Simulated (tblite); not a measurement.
# C4H5Br2NSi: the cost of one run

Programs: tblite 0.8.0 and PySCF 2.14.0, with density-fitted response routines of our own. Each step states its level of theory. These are calculated values for one molecule in the gas phase, unless marked as measured. Atoms are numbered from 0 throughout.

## Step 1: The starting structure

13 atoms, charge 0, multiplicity 1; geometry from: force field or distance geometry start.

Bonds of the start (Å): N0–C1 1.18, C1–C2 1.43, C2–C3 1.34, C3–Si4 1.87, Si4–Br5 2.26, Si4–C6 1.88, C6–Br7 1.92, C2–H8 1.08, C3–H9 1.07, Si4–H10 1.45, C6–H11 1.11, C6–H12 1.11.

## Step 2: Geometry optimisation with GFN2-xTB

What the job is given:

```
{"job": {"kind": "relax", "xc": "GFN2-xTB", "basis": "xTB"}, "charge": 0, "multiplicity": 1}
N      4.141000     0.715500    -0.327400
C      3.072600     0.358700     0.031900
C      1.796400    -0.076900     0.512000
C      0.710200     0.541000     0.028800
Si    -0.961100    -0.019900     0.647800
Br    -0.801000    -1.886600     1.913600
C     -1.929100    -0.373800    -0.927400
Br    -3.048800     1.117600    -1.378800
H      1.679200    -0.874900     1.230600
H      0.746800     1.338800    -0.681500
H     -1.637900     1.001400     1.420500
H     -1.215000    -0.574500    -1.756500
H     -2.557700    -1.266100    -0.731400
```

Launch:

```
$ OMP_NUM_THREADS=1 python probes_run.py task.json out
```

One launch serves the whole session: the jobs run in the order shown.

**Question.** How long does this first job take on 1 thread of Arm Neoverse N1, shared host, and how much memory does it need?

About 1.4 s, with a peak of 0.18 GiB.
